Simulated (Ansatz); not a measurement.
# CH6BBrSi: one species, many methods

One table from this session's results is given with a row withheld; the runs are named, their logs left out.

Computed with Ansatz 0.2.0, Gaussian basis. Level: functionals in def2-TZVPP, the program's frozen cores in correlated methods.

Plan: PBE-D4, r2SCAN-D4, PBE0-D4, B3LYP-D4, ωB97X-V, ωB97M-V, B2PLYP; CCSD(T)/def2-TZVPP; MP2/def2-QZVPP; extrapolation to the limit.

### The geometry

The geometry comes from an earlier relaxation with PBE0-D4 in a triple-zeta def2 set; it is a stationary point, not always the lowest conformer.

SMILES `BC([SiH3])Br`, 10 atoms, charge 0, spin multiplicity 1.

Atoms are counted from 1 here; the program's logs count them from 0.

Bond lengths: B1–C2 1.529 Å, B1–H5 1.193 Å, B1–H6 1.198 Å, C2–Si3 1.909 Å, C2–Br4 1.953 Å, C2–H7 1.092 Å, Si3–H8 1.481 Å, Si3–H9 1.487 Å, Si3–H10 1.482 Å. Angles: C2–B1–H5 122.0°, C2–B1–H6 117.5°, H5–B1–H6 120.3°, B1–C2–Si3 106.7°, B1–C2–Br4 116.4°, B1–C2–H7 114.8°, Si3–C2–Br4 105.4°, Si3–C2–H7 105.2°, Br4–C2–H7 107.2°, C2–Si3–H8 107.7°, C2–Si3–H9 109.5°, C2–Si3–H10 109.5°, H8–Si3–H9 109.9°, H8–Si3–H10 110.5°, H9–Si3–H10 109.7°.

The first run:

The input, in.yaml:

```yaml
crystal:
  periodic: [false, false, false]
  atoms:
    - {symbol: B, position_ang: [-0.692793, 1.298943, -0.444317]}
    - {symbol: C, position_ang: [-0.661044, -0.225552, -0.329257]}
    - {symbol: Si, position_ang: [0.903882, -0.669365, 0.670679]}
    - {symbol: Br, position_ang: [-0.506149, -1.220405, -2.002648]}
    - {symbol: H, position_ang: [-0.274138, 1.869465, -1.404380]}
    - {symbol: H, position_ang: [-1.075141, 1.917536, 0.507580]}
    - {symbol: H, position_ang: [-1.492100, -0.661078, 0.230099]}
    - {symbol: H, position_ang: [0.961074, -2.145149, 0.785334]}
    - {symbol: H, position_ang: [0.816903, -0.059178, 2.023721]}
    - {symbol: H, position_ang: [2.102606, -0.156417, -0.033910]}
basis:
  gaussian: {orbitals: def2-TZVPP}
hamiltonian: {xc: pbe, dispersion: d4}
output: {forces: true, orbitals: {seedname: orbitals}}
```

Started as:

```bash
$ ansatz run in.yaml --threads 4 --pin off --events-out ev --progress --plain --max-ram 10444MiB
```

Steps of the session up to this table: PBE-D4 (GGA); r2SCAN-D4 (meta-GGA); PBE0-D4 (hybrid); B3LYP-D4 (hybrid); ωB97X-V (range-separated); ωB97M-V (range-separated); B2PLYP (double hybrid); CCSD(T) in def2-TZVPP; MP2 in def2-QZVPP.

One of the session's tables, all rows but one given; the rest of the session is left out.

| method | atomisation energy (kJ/mol) |
| --- | --- |
| PBE-D4 | 3233.5 |
| r2SCAN-D4 | 3229.2 |
| PBE0-D4 | 3212.9 |
| B3LYP-D4 | ? |
| ωB97X-V | 3226.4 |
| ωB97M-V | 3220.2 |
| B2PLYP | 3175.7 |
| HF/def2-TZVPP | 2455.1 |
| MP2/def2-TZVPP | 3161.0 |
| CCSD/def2-TZVPP | 3098.8 |
| CCSD(T)/def2-TZVPP | 3136.6 |
| MP2/CBS | 3237.6 |
| CCSD(T)/CBS | 3213.2 |

**Question.** Estimate the row for B3LYP-D4.

The run gave: atomisation energy (kJ/mol): 3215.3. In the column «atomisation energy (kJ/mol)» it lies between CCSD(T)/CBS (3213.2) and ωB97M-V (3220.2).

Limits of these values: Free atoms (1 B, 1 C, 1 Si, 1 Br, 6 H) were run apart at each level; the atomisation energy is their sum less the molecule, without zero-point or spin-orbit terms.
